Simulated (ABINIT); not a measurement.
# CsRhC (P-6m2) in ABINIT: single point with PBEsol

Aim: the single point of CsRhC with PBEsol.

All numbers are computed with ABINIT 10.8.3 (patched build); they aren't measurements. Logs are shortened: lines on timing, memory, paths and dates and some standing lists are left out, and cuts for length are marked. The log counts tension as positive stress, the text compression.

## (1) The crystal as given

Symmetry: P-6m2, No. 187, hexagonal system. Conventional cell: a = 3.468 Å, b = 3.468 Å, c = 5.962 Å, α = 90.00°, β = 90.00°, γ = 120.00°. Cs (site symmetry -6m2) has 6 Cs at 3.47 Å and 6 Rh at 3.59 Å and 6 C at 3.59 Å as nearest neighbours. Rh (site symmetry -6m2) is surrounded by 3 C at 2.00 Å. C (site symmetry -6m2) is surrounded by 3 Rh at 2.00 Å.

The cell was built by a generator and needn't be a form met in nature.

## (2) Single point, PBEsol, spin-orbit coupling, no magnetisation

File run.abi:

```
pp_dirpath "./"
pseudos "Cs.GGA_PBE-ansatz.xml, Rh.GGA_PBE-ansatz.xml, C.GGA_PBE-ansatz.xml"

acell 3.46823 3.4682365823 5.96228 Angstrom
rprim
     1.0000000000     0.0000000000     0.0000000000
    -0.5000004927     0.8660251193     0.0000000000
     0.0000000000     0.0000000000     1.0000000000
ntypat 3
znucl 55 45 6
natom 3
typat 1 2 3
xred
     0.0000000000     0.0000000000     0.0000000000
     0.3333300000     0.6666700000     0.5000000000
     0.6666700000     0.3333300000     0.5000000000

ecut 14.0
pawecutdg 28.0
pawxcdev 0
pawovlp 30

kptopt 4
ngkpt 7 7 4
nshiftk 1
shiftk 0.0 0.0 0.0

ixc -116133

nband 38
occopt 3
tsmear 0.00183747

nspinor 2
nspden 1
pawspnorb 1

nstep 100
tolvrs 1.0e-9

iomode 3
prtwf 0
prteig 0
prtebands 0
enunit 2
prtden 1
prtvha 1
prtvclmb 1
prtpot 1
```

Potentials or basis: Ansatz PAW PBE default generated set, frozen core.

Command:

```sh
$ abinit run.abi > log 2>&1
```

run.abo:

```text
[... set-up lines left out ...]
 ETOT  1  -137.19044554508    -1.372E+02 1.848E+00 2.197E+01
 ETOT  2  -137.71873858499    -5.283E-01 5.166E-02 4.399E+01
 ETOT  3  -137.52806919841     1.907E-01 2.219E-02 8.417E-01
 ETOT  4  -137.52625519552     1.814E-03 1.015E-02 8.659E-02
 ETOT  5  -137.52504239623     1.213E-03 6.498E-03 1.295E-02
 ETOT  6  -137.52498428779     5.811E-05 2.912E-03 5.234E-03
 ETOT  7  -137.52488962953     9.466E-05 4.426E-03 2.851E-04
 ETOT  8  -137.52488987553    -2.460E-07 3.156E-03 5.363E-05
 ETOT  9  -137.52488987157     3.959E-09 3.576E-03 4.280E-06
 ETOT 10  -137.52488986642     5.147E-09 2.127E-03 3.694E-07
 ETOT 11  -137.52488986709    -6.673E-10 3.316E-03 3.857E-08
 ETOT 12  -137.52488986681     2.786E-10 7.942E-03 1.693E-09
 ETOT 13  -137.52488986681    -5.684E-14 3.650E-03 3.577E-10

 At SCF step   13       nres2   =  3.58E-10 < tolvrs=  1.00E-09 =>converged.

 Cartesian components of stress tensor (hartree/bohr^3)
  sigma(1 1)=  1.58504081E-04  sigma(3 2)=  0.00000000E+00
  sigma(2 2)=  1.58504081E-04  sigma(3 1)=  0.00000000E+00
  sigma(3 3)=  1.11405849E-04  sigma(2 1)=  0.00000000E+00

--- !ResultsGS
iteration_state: {dtset: 1, }
comment   : Summary of ground state results
lattice_vectors:
- [  6.5540111,   0.0000000,   0.0000000, ]
- [ -3.2770055,   5.6759401,   0.0000000, ]
- [  0.0000000,   0.0000000,  11.2670763, ]
lattice_lengths: [   6.55401,    6.55401,   11.26708, ]
lattice_angles: [ 90.000,  90.000, 120.000, ] # degrees, (23, 13, 12)
lattice_volume:   4.1913720E+02
convergence: {deltae: -5.684E-14, res2:  3.577E-10, residm:  3.650E-03, diffor: null, }
etotal    :  -1.37524890E+02
entropy   :   0.00000000E+00
fermie    :   2.32509526E-01
cartesian_stress_tensor: # hartree/bohr^3
- [  1.58504081E-04,   0.00000000E+00,   0.00000000E+00, ]
- [  0.00000000E+00,   1.58504081E-04,   0.00000000E+00, ]
- [  0.00000000E+00,   0.00000000E+00,   1.11405849E-04, ]
pressure_GPa:  -4.2015E+00
xred      :
- [  0.0000E+00,   0.0000E+00,   0.0000E+00, Cs]
- [  3.3333E-01,   6.6667E-01,   5.0000E-01, Rh]
- [  6.6667E-01,   3.3333E-01,   5.0000E-01,  C]
cartesian_forces: # hartree/bohr
- [  1.02709821E-29,   1.97665144E-30,  -0.00000000E+00, ]
- [ -1.54064732E-29,  -9.88325718E-31,  -0.00000000E+00, ]
- [  5.13549107E-30,  -9.88325718E-31,  -0.00000000E+00, ]
force_length_stats: {min:   5.22972813E-30, max:   1.54381412E-29, mean:   1.03757752E-29, }
...

 Integrated electronic density in atomic spheres:
 ------------------------------------------------
 Atom  Sphere_radius  Integrated_density
    1        2.63806          6.75224961
    2        2.63806         16.53045759
    3        2.00311          3.73323895

================================================================================

 ----iterations are completed or convergence reached----

[... 29 lines left out ...]
 Eigenvalues (hartree) for nkpt=  41  k points:
 kpt#   1, nband= 38, wtk=  0.00510, kpt=  0.0000  0.0000  0.0000 (reduced coord)
  -2.66516   -2.66516   -1.58124   -1.58124   -1.44799   -1.44799   -1.43225   -1.43225
  -0.64136   -0.64136   -0.19095   -0.19095   -0.16844   -0.16844   -0.09225   -0.09225
  -0.05636   -0.05636    0.01951    0.01951    0.02518    0.02518    0.13577    0.13577
   0.15929    0.15929    0.16382    0.16382    0.17326    0.17326    0.28518    0.28518
   0.37031    0.37031    0.38103    0.38103    0.38525    0.38525
      occupation numbers for kpt#   1
   1.00000    1.00000    1.00000    1.00000    1.00000    1.00000    1.00000    1.00000
   1.00000    1.00000    1.00000    1.00000    1.00000    1.00000    1.00000    1.00000
   1.00000    1.00000    1.00000    1.00000    1.00000    1.00000    1.00000    1.00000
   1.00000    1.00000    1.00000    1.00000    1.00000    1.00000    0.00000    0.00000
   0.00000    0.00000    0.00000    0.00000    0.00000    0.00000
 prteigrs : prtvol=0 or 1, do not print more k-points.

 Fermi (or HOMO) energy (eV) =   6.32691   Average Vxc (eV)= -10.60936
 Eigenvalues (   eV  ) for nkpt=  41  k points:
 kpt#   1, nband= 38, wtk=  0.00510, kpt=  0.0000  0.0000  0.0000 (reduced coord)
 -72.52268  -72.52268  -43.02786  -43.02786  -39.40184  -39.40184  -38.97362  -38.97362
 -17.45235  -17.45235   -5.19603   -5.19603   -4.58341   -4.58341   -2.51018   -2.51018
  -1.53369   -1.53369    0.53095    0.53095    0.68519    0.68519    3.69438    3.69438
   4.33441    4.33441    4.45769    4.45769    4.71460    4.71460    7.76024    7.76024
  10.07671   10.07671   10.36839   10.36839   10.48317   10.48319
 prteigrs : prtvol=0 or 1, do not print more k-points.

--- !EnergyTerms
iteration_state     : {dtset: 1, }
comment             : Components of total free energy in Hartree
kinetic             :  2.93692260544247E+01
hartree             :  4.59527198846042E+01
xc                  : -1.61671719149482E+01
Ewald energy        : -8.76009362540325E+01
psp_core            :  5.86389701615870E+00
local_psp           : -1.23617068537766E+02
PAW spherical_terms :  8.67498677466683E+00
internal            : -1.37524346976892E+02
'-kT*entropy'       : -5.49190057536285E-04
total_energy        : -1.37524896166949E+02
total_energy_eV     : -3.74224306803729E+03
...

--- !EnergyTermsDC
iteration_state     : {dtset: 1, }
comment             : '"Double-counting" decomposition of free energy'
band_energy         : -1.52442634851986E+01
Ewald energy        : -8.76009362540325E+01
psp_core            :  5.86389701615870E+00
xc_dc               : -4.51388559472777E+01
PAW spherical_terms :  4.59581799359819E+00
internal            : -1.37524340676752E+02
'-kT*entropy'       : -5.49190057536285E-04
total_energy_dc     : -1.37524889866809E+02
total_energy_dc_eV  : -3.74224289660175E+03
...

--- !EnergyTermsWithPAWCore
iteration_state     : {dtset: 1, }
comment             : 'Components of total free energy, including PAW core contributions'
Total energy        : -1.21860012844518E+04
Total energy DC     : -1.21860012781517E+04
Total energy (eV)   : -3.31597987745239E+05
Total energy DC (eV): -3.31597987573804E+05
...

 Cartesian components of stress tensor (hartree/bohr^3)
  sigma(1 1)=  1.58504081E-04  sigma(3 2)=  0.00000000E+00
  sigma(2 2)=  1.58504081E-04  sigma(3 1)=  0.00000000E+00
  sigma(3 3)=  1.11405849E-04  sigma(2 1)=  0.00000000E+00

-Cartesian components of stress tensor (GPa)         [Pressure= -4.2015E+00 GPa]
- sigma(1 1)=  4.66335108E+00  sigma(3 2)=  0.00000000E+00
- sigma(2 2)=  4.66335108E+00  sigma(3 1)=  0.00000000E+00
- sigma(3 3)=  3.27767323E+00  sigma(2 1)=  0.00000000E+00

== END DATASET(S) ==============================================================
================================================================================

 -outvars: echo values of variables after computation  --------
            acell      6.5540110610E+00  6.5540110610E+00  1.1267076286E+01 Bohr
           etotal     -1.3752488987E+02
            fcart      1.0270982144E-29  1.9766514352E-30 -0.0000000000E+00
                      -1.5406473216E-29 -9.8832571762E-31 -0.0000000000E+00
                       5.1354910720E-30 -9.8832571762E-31 -0.0000000000E+00
            rprim      1.0000000000E+00  0.0000000000E+00  0.0000000000E+00
                      -5.0000000000E-01  8.6602540378E-01  0.0000000000E+00
                       0.0000000000E+00  0.0000000000E+00  1.0000000000E+00
           strten      1.5850408148E-04  1.5850408148E-04  1.1140584859E-04
                       0.0000000000E+00  0.0000000000E+00  0.0000000000E+00
           xangst      0.0000000000E+00  0.0000000000E+00  0.0000000000E+00
                      -6.4175207576E-17  2.0023854242E+00  2.9811400000E+00
                       1.7341166456E+00  1.0011927121E+00  2.9811400000E+00
             xred      0.0000000000E+00  0.0000000000E+00  0.0000000000E+00
                       3.3333333333E-01  6.6666666667E-01  5.0000000000E-01
                       6.6666666667E-01  3.3333333333E-01  5.0000000000E-01
 Calculation completed.
```

Wall time 3.1 min (1 thread of Intel Xeon Platinum 8488C (Sapphire Rapids), shared host); peak memory 0.34 GiB.

What came out:

- Free energy: -3742.2429 eV
- Pressure: -4.2 GPa
- Band gap on the k mesh: none (metal or under the smearing width)
- Valence electrons inside the program's atomic spheres: Cs 6.75; Rh 16.53; C 3.73

Stress tensor (GPa, compression positive):
```
-4.66  0.00  0.00
 0.00 -4.66  0.00
 0.00  0.00 -3.28
```

Caveat: the atomic spheres overlap; the PAW data sets were made with another functional, which shifts forces and pressure a little.
